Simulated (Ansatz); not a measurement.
# WSe2: the cost of one run

Computed with Ansatz 0.2.0 (DFT PBE, scalar-relativistic, plane waves, PAW, unless a step's input says otherwise).

## 1. The starting structure

Symmetry: P6_3/mmc, No. 194, hexagonal system. Conventional cell: a = 3.290 Å, b = 3.290 Å, c = 12.970 Å, α = 90.00°, β = 90.00°, γ = 120.00°. W (site symmetry -6m2) has 6 Se at 2.53 Å as nearest neighbours. Around Se (site symmetry 3m) lie 3 W at 2.53 Å.

As a file:

```cif
data_structure
_symmetry_space_group_name_H-M 'P 1'
_symmetry_Int_Tables_number 1
_cell_length_a 9.8700
_cell_length_b 9.8700
_cell_length_c 12.9700
_cell_angle_alpha 90.000
_cell_angle_beta 90.000
_cell_angle_gamma 120.000
_cell_volume 1094.22
loop_
_atom_site_label
_atom_site_type_symbol
_atom_site_fract_x
_atom_site_fract_y
_atom_site_fract_z
_atom_site_occupancy
W1 W 0.11111 0.22222 0.25000 1
W2 W 0.11111 0.55556 0.25000 1
W3 W 0.11111 0.88889 0.25000 1
W4 W 0.44444 0.22222 0.25000 1
W5 W 0.44444 0.55556 0.25000 1
W6 W 0.44444 0.88889 0.25000 1
W7 W 0.77778 0.22222 0.25000 1
W8 W 0.77778 0.55556 0.25000 1
W9 W 0.77778 0.88889 0.25000 1
W10 W 0.22222 0.11111 0.75000 1
W11 W 0.22222 0.44444 0.75000 1
W12 W 0.22222 0.77778 0.75000 1
W13 W 0.55556 0.11111 0.75000 1
W14 W 0.55556 0.44444 0.75000 1
W15 W 0.55556 0.77778 0.75000 1
W16 W 0.88889 0.11111 0.75000 1
W17 W 0.88889 0.44444 0.75000 1
W18 W 0.88889 0.77778 0.75000 1
Se1 Se 0.11111 0.22222 0.62100 1
Se2 Se 0.11111 0.55556 0.62100 1
Se3 Se 0.11111 0.88889 0.62100 1
Se4 Se 0.44444 0.22222 0.62100 1
Se5 Se 0.44444 0.55556 0.62100 1
Se6 Se 0.44444 0.88889 0.62100 1
Se7 Se 0.77778 0.22222 0.62100 1
Se8 Se 0.77778 0.55556 0.62100 1
Se9 Se 0.77778 0.88889 0.62100 1
Se10 Se 0.22222 0.11111 0.12100 1
Se11 Se 0.22222 0.44444 0.12100 1
Se12 Se 0.22222 0.77778 0.12100 1
Se13 Se 0.55556 0.11111 0.12100 1
Se14 Se 0.55556 0.44444 0.12100 1
Se15 Se 0.55556 0.77778 0.12100 1
Se16 Se 0.88889 0.11111 0.12100 1
Se17 Se 0.88889 0.44444 0.12100 1
Se18 Se 0.88889 0.77778 0.12100 1
Se19 Se 0.11111 0.22222 0.87900 1
Se20 Se 0.11111 0.55556 0.87900 1
Se21 Se 0.11111 0.88889 0.87900 1
Se22 Se 0.44444 0.22222 0.87900 1
Se23 Se 0.44444 0.55556 0.87900 1
Se24 Se 0.44444 0.88889 0.87900 1
Se25 Se 0.77778 0.22222 0.87900 1
Se26 Se 0.77778 0.55556 0.87900 1
Se27 Se 0.77778 0.88889 0.87900 1
Se28 Se 0.22222 0.11111 0.37900 1
Se29 Se 0.22222 0.44444 0.37900 1
Se30 Se 0.22222 0.77778 0.37900 1
Se31 Se 0.55556 0.11111 0.37900 1
Se32 Se 0.55556 0.44444 0.37900 1
Se33 Se 0.55556 0.77778 0.37900 1
Se34 Se 0.88889 0.11111 0.37900 1
Se35 Se 0.88889 0.44444 0.37900 1
Se36 Se 0.88889 0.77778 0.37900 1
```

The runs take a perfect supercell of 54 atoms; the defect goes to fractional position (0.111, 0.222, 0.250).

## 2. The perfect supercell

input.yaml

```yaml
crystal:
  lattice:
    - [9.87, 0.0, 0.0]
    - [-4.935, 8.547671, 0.0]
    - [0.0, 0.0, 12.97]
  atoms:
    - { symbol: W, position: [0.111111, 0.222222, 0.25] }
    - { symbol: W, position: [0.111111, 0.555556, 0.25] }
    - { symbol: W, position: [0.111111, 0.888889, 0.25] }
    - { symbol: W, position: [0.444444, 0.222222, 0.25] }
    - { symbol: W, position: [0.444444, 0.555556, 0.25] }
    - { symbol: W, position: [0.444444, 0.888889, 0.25] }
    - { symbol: W, position: [0.777778, 0.222222, 0.25] }
    - { symbol: W, position: [0.777778, 0.555556, 0.25] }
    - { symbol: W, position: [0.777778, 0.888889, 0.25] }
    - { symbol: W, position: [0.222222, 0.111111, 0.75] }
    - { symbol: W, position: [0.222222, 0.444444, 0.75] }
    - { symbol: W, position: [0.222222, 0.777778, 0.75] }
    - { symbol: W, position: [0.555556, 0.111111, 0.75] }
    - { symbol: W, position: [0.555556, 0.444444, 0.75] }
    - { symbol: W, position: [0.555556, 0.777778, 0.75] }
    - { symbol: W, position: [0.888889, 0.111111, 0.75] }
    - { symbol: W, position: [0.888889, 0.444444, 0.75] }
    - { symbol: W, position: [0.888889, 0.777778, 0.75] }
    - { symbol: Se, position: [0.111111, 0.222222, 0.621] }
    - { symbol: Se, position: [0.111111, 0.555556, 0.621] }
    - { symbol: Se, position: [0.111111, 0.888889, 0.621] }
    - { symbol: Se, position: [0.444444, 0.222222, 0.621] }
    - { symbol: Se, position: [0.444444, 0.555556, 0.621] }
    - { symbol: Se, position: [0.444444, 0.888889, 0.621] }
    - { symbol: Se, position: [0.777778, 0.222222, 0.621] }
    - { symbol: Se, position: [0.777778, 0.555556, 0.621] }
    - { symbol: Se, position: [0.777778, 0.888889, 0.621] }
    - { symbol: Se, position: [0.222222, 0.111111, 0.121] }
    - { symbol: Se, position: [0.222222, 0.444444, 0.121] }
    - { symbol: Se, position: [0.222222, 0.777778, 0.121] }
    - { symbol: Se, position: [0.555556, 0.111111, 0.121] }
    - { symbol: Se, position: [0.555556, 0.444444, 0.121] }
    - { symbol: Se, position: [0.555556, 0.777778, 0.121] }
    - { symbol: Se, position: [0.888889, 0.111111, 0.121] }
    - { symbol: Se, position: [0.888889, 0.444444, 0.121] }
    - { symbol: Se, position: [0.888889, 0.777778, 0.121] }
    - { symbol: Se, position: [0.111111, 0.222222, 0.879] }
    - { symbol: Se, position: [0.111111, 0.555556, 0.879] }
    - { symbol: Se, position: [0.111111, 0.888889, 0.879] }
    - { symbol: Se, position: [0.444444, 0.222222, 0.879] }
    - { symbol: Se, position: [0.444444, 0.555556, 0.879] }
    - { symbol: Se, position: [0.444444, 0.888889, 0.879] }
    - { symbol: Se, position: [0.777778, 0.222222, 0.879] }
    - { symbol: Se, position: [0.777778, 0.555556, 0.879] }
    - { symbol: Se, position: [0.777778, 0.888889, 0.879] }
    - { symbol: Se, position: [0.222222, 0.111111, 0.379] }
    - { symbol: Se, position: [0.222222, 0.444444, 0.379] }
    - { symbol: Se, position: [0.222222, 0.777778, 0.379] }
    - { symbol: Se, position: [0.555556, 0.111111, 0.379] }
    - { symbol: Se, position: [0.555556, 0.444444, 0.379] }
    - { symbol: Se, position: [0.555556, 0.777778, 0.379] }
    - { symbol: Se, position: [0.888889, 0.111111, 0.379] }
    - { symbol: Se, position: [0.888889, 0.444444, 0.379] }
    - { symbol: Se, position: [0.888889, 0.777778, 0.379] }
basis:
  ecutwfc: 420
  fft_grid_basis: typed
kpoints:
  mp_grid: { grid: [3, 3, 1] }
hamiltonian:
  xc: pbe
  pseudopotentials: { kind: paw }
scf:
  occupations: { method: gaussian, width: 0.05 }
output:
  forces: true
  stress: false
  eigenvalues: true
  bader: false
  write_density: true
  volumetric_format: npy
```

Started as:

```bash
> ansatz run input.yaml --threads 8 --pin off --max-ram 16384MiB --backend cpu --events-out ev --progress --plain --runs-dir out
```

What time and memory should one allow on 8 threads of Arm Neoverse N1, shared host?

About 35 s, with a peak of 6.6 GiB.
